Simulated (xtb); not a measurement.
# C3H7ClSi (SMILES C=CC([SiH3])Cl) at GFN0-xTB

Aim: the electronic atomisation energy of C3H7ClSi at GFN0-xTB, from 5 runs. 

The calculation is run with xtb 6.7.1.

7 further runs of the same task are left out: 7 set aside as unsound or not needed.

### 1 The system as given

C3H7ClSi: 12 atoms, total charge 0, spin state singlet. SMILES: `C=CC([SiH3])Cl`. Geometry: relaxed at GFN2-xTB. This is one conformer, not always the lowest.

Bond lengths: C1–C2 1.322 Å, C2–C3 1.479 Å, C3–Si4 1.922 Å, C3–Cl5 1.804 Å, C1–H6 1.078 Å, C1–H7 1.076 Å, C2–H8 1.082 Å, C3–H9 1.091 Å, Si4–H10 1.460 Å, Si4–H11 1.464 Å, Si4–H12 1.460 Å. Some angles: C1–C2–C3 124.1°, C2–C3–Si4 112.9°, C2–C3–Cl5 109.7°, Si4–C3–Cl5 105.5°, C1–C2–H8 120.6°, C3–C2–H8 115.3°, C2–C1–H6 121.7°, C2–C1–H7 121.9°, C2–C3–H9 110.7°, Si4–C3–H9 111.9°.

### 2 Energy and forces at GFN0-xTB

Input file xtb.inp:

```
$chrg 0
$spin 0
$end
```

Input file struc.xyz:

```xyz
12

C     -1.812480    -0.672740     0.777810
C     -1.071310    -0.123840    -0.169110
C      0.116690     0.717760     0.092240
Si     1.761020    -0.123140    -0.439470
Cl     0.012800     2.233880    -0.879290
H     -1.606760    -0.509700     1.823540
H     -2.647260    -1.311540     0.547480
H     -1.295730    -0.295410    -1.213180
H      0.141690     1.035330     1.135180
H      2.840550     0.815560    -0.149320
H      1.890060    -1.354470     0.341720
H      1.670720    -0.411680    -1.867610
```

The run is started by

```
$ xtb struc.xyz --json --gfn 0 --input xtb.inp --grad | tee struc.out
```

Standard output:

```text
* xtb version 6.7.1
[...]
          :  # basis functions                  46          :
[...]
          :  # electrons                        30          :
[...]
 Zeroth order Hamiltonian       ...        0 min,  0.000 sec ( 13.401%)
[...]
         ::                     SUMMARY                     ::
         :::::::::::::::::::::::::::::::::::::::::::::::::::::
         :: total energy             -16.322864452353 Eh    ::
         :: gradient norm              0.016250380330 Eh/a0 ::
         :: HOMO-LUMO gap              3.896994501945 eV    ::
         ::.................................................::
         :: H0 energy                -16.457955533060 Eh    ::
         :: repulsion energy           0.194700599341 Eh    ::
         :: electrostat energy        -0.056003841157 Eh    ::
         :: -> Gsolv                   0.000000000000 Eh    ::
         ::    -> Gsasa                0.000000000000 Eh    ::
         ::    -> Gshift               0.000000000000 Eh    ::
         :: dispersion energy         -0.003605677477 Eh    ::
         :: short-range corr.          0.000000000000 Eh    ::
         :: add. restraining           0.000000000000 Eh    ::
         :: total charge               0.000000000000 e     ::
         :::::::::::::::::::::::::::::::::::::::::::::::::::::
[...]
        15        2.0000           -0.4092029             -11.1350 (HOMO)
        16                         -0.2659910              -7.2380 (LUMO)
[...]
          | TOTAL ENERGY              -16.322864452353 Eh   |
          | GRADIENT NORM               0.016250380330 Eh/α |
          | HOMO-LUMO GAP               3.896994501945 eV   |
           -------------------------------------------------
[...]
```

Standard error:

```text
normal termination of xtb
```

Wall time 0.026 s (1 thread of Intel Xeon 6975P-C (Granite Rapids), shared host).

### 3 The C atom: a single-point energy at GFN0-xTB

Input file coord:

```
$coord
      0.000000000000      0.000000000000      0.000000000000  c
$end
```

Run the same way, it converges to -1.87986 Eh (log not shown).

### 4 The Cl atom: the energy at GFN0-xTB

Input file input.xyz:

```xyz
1

Cl     0.000000     0.000000     0.000000
```

Run the same way, it converges to -4.20497 Eh (log not shown).

### 5 The H atom: a single-point energy at GFN0-xTB

Input file coord:

```
$coord angs
     0.0000000     0.0000000     0.0000000  H
$end
```

Run the same way, it converges to -0.43814 Eh (log not shown).

### 6 The Si atom: the energy at GFN0-xTB

Input file struc.xyz:

```xyz
1
start
Si     0.00000000     0.00000000     0.00000000
```

The run is started by

```
$ xtb struc.xyz --gfn 0 --uhf 2 --scc > run.log 2> xtb.err
```

Standard output:

```text
* xtb version 6.7.1
[...]
          :  # basis functions                  10          :
[...]
          :  # electrons                         4          :
[...]
 Zeroth order Hamiltonian       ...        0 min,  0.000 sec ( 18.492%)
[...]
         ::                     SUMMARY                     ::
         :::::::::::::::::::::::::::::::::::::::::::::::::::::
         :: total energy              -1.648595165637 Eh    ::
         :: gradient norm              0.000000000000 Eh/a0 ::
         :: HOMO-LUMO gap              0.000000000000 eV    ::
         ::.................................................::
         :: H0 energy                 -1.648595165637 Eh    ::
         :: repulsion energy           0.000000000000 Eh    ::
         :: electrostat energy         0.000000000000 Eh    ::
         :: -> Gsolv                   0.000000000000 Eh    ::
         ::    -> Gsasa                0.000000000000 Eh    ::
         ::    -> Gshift               0.000000000000 Eh    ::
         :: dispersion energy          0.000000000000 Eh    ::
         :: short-range corr.          0.000000000000 Eh    ::
         :: add. restraining           0.000000000000 Eh    ::
         :: total charge               0.000000000000 e     ::
         :::::::::::::::::::::::::::::::::::::::::::::::::::::
[...]
         3        0.6667           -0.3041018              -8.2750 (HOMO)
         4        0.6667           -0.3041018              -8.2750 (LUMO)
[...]
          | TOTAL ENERGY               -1.648595165637 Eh   |
          | GRADIENT NORM               0.000000000000 Eh/α |
          | HOMO-LUMO GAP               0.000000000000 eV   |
           -------------------------------------------------
[...]
```

Standard error:

```text
normal termination of xtb
```

It took 0.026 s on 1 thread of Intel Xeon 6975P-C (Granite Rapids), shared host.

### 7 Outcome

Level: GFN0-xTB.

| quantity | value |
| --- | --- |
| molecule: total energy | -16.32286 Eh |
| molecule: dipole moment | 1.21 D |
| molecule: HOMO energy | -11.13 eV |
| molecule: LUMO energy | -7.24 eV |
| molecule: HOMO–LUMO gap | 3.90 eV |
| molecule: dispersion energy | -9.47 kJ/mol |
| molecule: largest force on an atom | 0.468 eV/Å |
| molecule: mean polarisability (D4 model) | 82.4 bohr³ |
| C atom: total energy | -1.87986 Eh |
| C atom: dipole moment | 0.00 D |
| C atom: HOMO energy (partly filled) | -9.80 eV |
| C atom: LUMO energy | -9.80 eV |
| C atom: mean polarisability (D4 model) | 12.3 bohr³ |
| Cl atom: total energy | -4.20497 Eh |
| Cl atom: dipole moment | 0.00 D |
| Cl atom: HOMO energy (partly filled) | -12.37 eV |
| Cl atom: LUMO energy | -1.90 eV |
| Cl atom: mean polarisability (D4 model) | 14.7 bohr³ |
| H atom: total energy | -0.43814 Eh |
| H atom: dipole moment | 0.00 D |
| H atom: HOMO energy (partly filled) | -11.92 eV |
| H atom: mean polarisability (D4 model) | 5.0 bohr³ |
| Si atom: total energy | -1.64860 Eh |
| Si atom: dipole moment | 0.00 D |
| Si atom: HOMO energy (partly filled) | -8.28 eV |
| Si atom: LUMO energy | -8.28 eV |
| electronic atomisation energy | 47.967 eV |

In words: The method runs without spin polarisation, so open shells lack the exchange term that lowers high spin: such energies come out too high. The largest force (molecule) is 0.47 eV/Å: the shape isn't a stationary point for this species at this level. Taking the molecule apart into free atoms costs 47.97 eV (4628 kJ/mol), before zero-point energy and without spin-orbit coupling. Tight-binding and semi-empirical models aren't fitted to free atoms, so this value can be far from the true one.
